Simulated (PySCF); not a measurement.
# Ta(OH)₂: doublet, from a bent start

Where does doublet Ta(OH)₂ go from a bent start, is the end point a minimum, and what are its modes, charges and moments?

Computed with PySCF 2.14.0. Level: PBE0, basis Ta def2-TZVP with ECP60, O def2-TZVP, H def2-TZVP, scalar-relativistic core potentials, no spin–orbit coupling, density fitting.

## Step 1: Where the work starts

5 atoms, charge 0, spin multiplicity 2.

Bond lengths: Ta1–O2 2.090 Å, Ta1–O3 2.090 Å, O2–H4 0.960 Å, O3–H5 0.960 Å. Angles: O2–Ta1–O3 110.0°, Ta1–O2–H4 130.0°, Ta1–O3–H5 130.0°.

```xyz
5
charge 0 multiplicity 2
Ta    0.0000    0.0000    0.0000
O     1.7120    0.0000    1.1988
O    -1.7120    0.0000    1.1988
H     2.2175   -0.7354    1.5527
H    -2.2175    0.7354    1.5527
```

## Step 2: First SCF at the start

One driver script runs all steps and calls PySCF; scf.py shows how it sets up the SCF of each step. The optimiser is the driver's own. After this first run the driver tries any further starts and a stability analysis.

The input, scf.py:

```python
from pyscf import gto, scf, dft
mol = gto.M(atom='''
Ta     0.000000     0.000000     0.000000
O      1.712000     0.000000     1.198800
O     -1.712000     0.000000     1.198800
H      2.217500    -0.735400     1.552700
H     -2.217500     0.735400     1.552700''',
    basis={'Ta': 'def2-TZVP', 'O': 'def2-TZVP', 'H': 'def2-TZVP'},
    ecp={'Ta': 'def2-TZVP'},
    charge=0, spin=1)
mf = dft.UKS(mol, xc='PBE0')
mf.grids.atom_grid = (50, 194)
aux = {'Ta': 'def2-universal-JKFIT', 'O': 'def2-universal-JKFIT', 'H': 'def2-universal-JKFIT'}
mf = mf.density_fit(auxbasis=aux)
mf.conv_tol = 1e-08
mf.diis_space = 10
mf.max_cycle = 60
mf.init_guess = 'minao'
mf.verbose = 4
mf.kernel()
```

Launch:

```bash
OMP_NUM_THREADS=4 python axn.py task.json out
```

Standard output, shortened:

```text
[... the frontier levels of the middle cycles are left out ...]
init E= -189.578308089711
[... the frontier-level lines of each cycle are left out ...]
cycle= 1 E= -208.288925809442  delta_E= -18.7  |g|= 0.73  |ddm|= 3.87
cycle= 2 E= -207.809914666383  delta_E= 0.479  |g|= 1.33  |ddm|= 1.56
cycle= 3 E= -208.474332018403  delta_E= -0.664  |g|= 0.265  |ddm|= 0.812
cycle= 4 E= -208.512375991296  delta_E= -0.038  |g|= 0.0694  |ddm|= 0.431
cycle= 5 E= -208.515562105237  delta_E= -0.00319  |g|= 0.0195  |ddm|= 0.115
cycle= 6 E= -208.516012310821  delta_E= -0.00045  |g|= 0.00671  |ddm|= 0.0343
cycle= 7 E= -208.516608541208  delta_E= -0.000596  |g|= 0.00686  |ddm|= 0.0601
cycle= 8 E= -208.516762347045  delta_E= -0.000154  |g|= 0.00701  |ddm|= 0.0145
cycle= 9 E= -208.515151632792  delta_E= 0.00161  |g|= 0.00519  |ddm|= 0.205
cycle= 10 E= -208.515023813842  delta_E= 0.000128  |g|= 0.0027  |ddm|= 0.0448
cycle= 11 E= -208.514913660965  delta_E= 0.00011  |g|= 0.00247  |ddm|= 0.0848
cycle= 12 E= -208.514922855228  delta_E= -9.19e-06  |g|= 0.00088  |ddm|= 0.00716
cycle= 13 E= -208.51493183618  delta_E= -8.98e-06  |g|= 0.000732  |ddm|= 0.00814
cycle= 14 E= -208.514933821175  delta_E= -1.98e-06  |g|= 0.000734  |ddm|= 0.00172
[... 46 cycles left out ...]
SCF not converged.
init E= -189.578308089711
[... 20 cycles left out ...]
SCF not converged.
init E= -208.520930693297
[... 3 cycles left out ...]
cycle= 4 E= -208.521077213372  delta_E= -2.9e-05  |g|= 0.00133  |ddm|= 0.00547
cycle= 5 E= -208.521098544656  delta_E= -2.13e-05  |g|= 0.000885  |ddm|= 0.0142
cycle= 6 E= -208.521105302784  delta_E= -6.76e-06  |g|= 0.000562  |ddm|= 0.00726
cycle= 7 E= -208.521108606981  delta_E= -3.3e-06  |g|= 0.000413  |ddm|= 0.00483
cycle= 8 E= -208.521110975128  delta_E= -2.37e-06  |g|= 0.00032  |ddm|= 0.00398
cycle= 9 E= -208.521112819386  delta_E= -1.84e-06  |g|= 0.00027  |ddm|= 0.0036
cycle= 10 E= -208.521114465353  delta_E= -1.65e-06  |g|= 0.000228  |ddm|= 0.0038
cycle= 11 E= -208.521115909422  delta_E= -1.44e-06  |g|= 0.000209  |ddm|= 0.00424
cycle= 12 E= -208.521116455724  delta_E= -5.46e-07  |g|= 0.000141  |ddm|= 0.00199
cycle= 13 E= -208.521117429337  delta_E= -9.74e-07  |g|= 0.000248  |ddm|= 0.0055
cycle= 14 E= -208.52111768682  delta_E= -2.57e-07  |g|= 0.000131  |ddm|= 0.00256
cycle= 15 E= -208.521117755788  delta_E= -6.9e-08  |g|= 6.67e-05  |ddm|= 0.00133
cycle= 16 E= -208.5211177756  delta_E= -1.98e-08  |g|= 3.93e-05  |ddm|= 0.000758
cycle= 17 E= -208.521117780363  delta_E= -4.76e-09  |g|= 1.78e-05  |ddm|= 0.00031
Extra cycle  E= -208.521117781133  delta_E= -7.7e-10  |g|= 1.22e-05  |ddm|= 7.6e-05
converged SCF energy = -208.521117781133  <S^2> = 1.318605  2S+1 = 2.5048792
```

This step, with its further starts and checks, needed 75 s of wall time on 4 threads of Arm Neoverse V1, shared host.

Energies from each starting density:

```
                      start  energy (Eh)
    the minimal-basis guess  -208.521118
a thermally smeared density  -208.521118
      a smeared PBE density  -208.515298
```

Where DIIS stalls, the driver goes on with a level shift of 0.3 Eh and then with a second-order solver.

The test of internal stability and the other starts found no lower solution of this spin.

## Step 3: Relaxation: bent start, doublet

The program finds C2 symmetry in the start, which this walk keeps.

Changes to scf.py since step 2:

```diff
@@ -3,5 +3,5 @@
-Ta     0.000000     0.000000     0.000000
-O      1.712000     0.000000     1.198800
-O     -1.712000     0.000000     1.198800
-H      2.217500    -0.735400     1.552700
-H     -2.217500     0.735400     1.552700''',
+Ta     0.000000     0.000000    -0.192968
+O      1.712000    -0.000000     1.005832
+O     -1.712000     0.000000     1.005832
+H      2.217500    -0.735400     1.359732
+H     -2.217500     0.735400     1.359732''',
@@ -18 +17,0 @@
-mf.init_guess = 'minao'
```

Energy and gradient, step by step (not every step is listed):

```
step  energy (Eh)  change (kJ/mol)  largest symmetric gradient (Eh/bohr)
   0  -208.521118             0.00                               0.10797
   1  -208.557399           -95.26                               0.05939
   2  -208.566188          -118.33                               0.03326
   3  -208.571072          -131.15                               0.00847
   4  -208.573290          -136.98                               0.01192
   5  -208.575402          -142.52                               0.01703
   6  -208.577309          -147.53                               0.02751
   7  -208.580345          -155.50                               0.03444
   8  -208.582719          -161.74                               0.00721
   9  -208.583240          -163.10                               0.01553
  10  -208.583891          -164.81                               0.01279
  12  -208.585587          -169.26                               0.00742
  14  -208.586014          -170.39                               0.00152
  16  -208.586053          -170.49                               0.00089
  18  -208.586115          -170.65                               0.00098
  20  -208.586198          -170.87                               0.00292
  22  -208.586226          -170.94                               0.00146
  24  -208.586248          -171.00                               0.00278
  25  -208.586267          -171.05                               0.00047
  26  -208.586278          -171.08                               0.00050
  27  -208.586282          -171.09                               0.00253
  28  -208.586290          -171.11                               0.00033
  29  -208.586293          -171.12                               0.00026
```

The walk took 1.9 min.

End point (C2v, 29 steps, 171.1 kJ/mol gained): O–H 0.952 Å (×2), Ta–O 1.872 Å (×2); H–O–Ta 176.0° (×2), O–Ta–O 176.8°.

## Step 4: Hessian and properties

On the finer grid the gradient is checked again; gradients at displacements of ±0.02 bohr then give force constants and infrared intensities.

Changes to scf.py since step 3:

```diff
@@ -3,5 +3,5 @@
-Ta     0.000000     0.000000    -0.192968
-O      1.712000    -0.000000     1.005832
-O     -1.712000     0.000000     1.005832
-H      2.217500    -0.735400     1.359732
-H     -2.217500     0.735400     1.359732''',
+Ta     0.000000    -0.000000    -0.000000
+O      1.831548    -0.388943    -0.000000
+O     -1.831548     0.388943     0.000000
+H      2.762728    -0.586687    -0.000000
+H     -2.762728     0.586687     0.000000''',
@@ -12 +12 @@
-mf.grids.atom_grid = (50, 194)
+mf.grids.atom_grid = (75, 302)
@@ -15 +15 @@
-mf.conv_tol = 1e-08
+mf.conv_tol = 1e-10
```

This SCF starts from the last density.

SCF at the final geometry:

```text
init E= -208.586330335861
[... the frontier-level lines of each cycle are left out ...]
cycle= 1 E= -208.586330335814  delta_E= 4.67e-11  |g|= 1.3e-05  |ddm|= 8.86e-06
cycle= 2 E= -208.586330335622  delta_E= 1.92e-10  |g|= 2.64e-05  |ddm|= 1.76e-05
cycle= 3 E= -208.586330335875  delta_E= -2.53e-10  |g|= 2.04e-07  |ddm|= 1.18e-05
cycle= 4 E= -208.586330335876  delta_E= -5.68e-13  |g|= 6.94e-08  |ddm|= 1.8e-07
Extra cycle  E= -208.586330335876  delta_E= -2.27e-13  |g|= 1e-07  |ddm|= 2.64e-07
converged SCF energy = -208.586330335876  <S^2> = 1.2806078  2S+1 = 2.4743547
```

The whole step took 2.6 min.

Geometry: D∞h; O–H 0.952 Å (×2), Ta–O 1.872 Å (×2); H–O–Ta 180.0° (×2), O–Ta–O 180.0°.

Harmonic modes (main isotopes):

| ω (cm⁻¹) | IR (km/mol) | μ (u) |
| --- | --- | --- |
| 30 | 31.6 | 2.94 |
| 42 | 38.4 | 2.83 |
| 417 | 149 | 1.46 |
| 428 | 163 | 1.43 |
| 467 | 0.0 | 1.14 |
| 478 | 0.0 | 1.14 |
| 712 | 247 | 9.84 |
| 758 | 0.0 | 8.30 |
| 4013 | 548 | 1.07 |
| 4016 | 0.0 | 1.07 |

Every mode is real; the point is a minimum.

Here the density breaks the symmetry of the frame, and no labels are given; pairs that should be degenerate can split.

Constants and moments:

- Dipole moment: 0.00 D
- Highest occupied level: -5.02 eV
- Lowest empty level: -1.71 eV
- Rotational constants: 0.1315 cm⁻¹
- Zero-point energy: 68.0 kJ/mol
- Principal polarisabilities: 61.3, 62.0, 66.7 bohr³
- Atomisation energy without zero-point energy: 1902 kJ/mol
- Principal traceless quadrupole moments about the centre of mass: -7.72, -6.31, 14.04 D Å
- Entropy at 298.15 K and 1 bar (electronic part: spin only): 307.1 J/(mol K)
- Heat capacity Cp at 298.15 K: 74.9 J/(mol K)
- Enthalpy at 298.15 K above 0 K: 16.54 kJ/mol
- Rotational symmetry number: 2
- Spin squared ⟨S²⟩: 1.281

Charges (e) and bond orders:

```tsv
atom	Mulliken	Löwdin	polar tensor	spin (Mulliken)	Mayer order to Ta1
Ta1	0.61	0.33	0.79	1.05	–
O2,3	-0.64	-0.32	-0.75	-0.03	1.13
H4,5	0.33	0.16	0.35	0.00	0.03
```

Outer orbital energies (eV). α occupied: -15.81, -13.30, -10.41, -10.37, -9.54, -9.53, -5.67, -5.18; empty: -1.71, -0.22, 0.05, 0.29. β occupied: -26.99, -15.78, -13.31, -10.38, -10.38, -9.61, -9.58, -5.02; empty: -1.50, -1.04, 0.22, 0.41.

Mulliken populations on Ta1 (outside its core potential): s 3.33, p 6.24, d 2.71, f 0.11.

## Step 5: Results

```
                                          quantity                                                                   value
                                           minimum                                                            doublet, D∞h
                                          geometry  O–H 0.952 Å (×2), Ta–O 1.872 Å (×2); H–O–Ta 180.0° (×2), O–Ta–O 180.0°
                                wavenumbers (cm⁻¹)                        30, 42, 417, 428, 467, 478, 712, 758, 4013, 4016
                                     dipole moment                                                                  0.00 D
highest occupied, lowest empty level (either spin)                                                         -5.02, -1.71 eV
                        polar-tensor charge of Ta1                                                                 +0.79 e
                                 zero-point energy                                                             68.0 kJ/mol
                               entropy at 298.15 K                                                         307.1 J/(mol K)
         atomisation energy (no zero-point energy)                                                             1902 kJ/mol
                                              ⟨S²⟩                                                                   1.281
```

What this shows: From C2 at the start the molecule goes to a D∞h minimum. The determinant is spin-contaminated (⟨S²⟩ = 1.28 against 0.75), so it is no pure spin state. In the infrared the band at 4013 cm⁻¹ leads. The dipole vanishes although Ta1 carries +0.8 e by the polar tensor: the bond dipoles cancel. Most of the spin sits on Ta1 (Mulliken spin 1.05, against 1 for the whole molecule). Only this shape and spin were tried, so other structures or states may lie lower. The SCF density has lower symmetry than the nuclear frame. One determinant may miss the lowest occupation of an open d or f shell. With an element this heavy the missing spin–orbit coupling can shift these numbers.

The search up to here took 5.8 min.
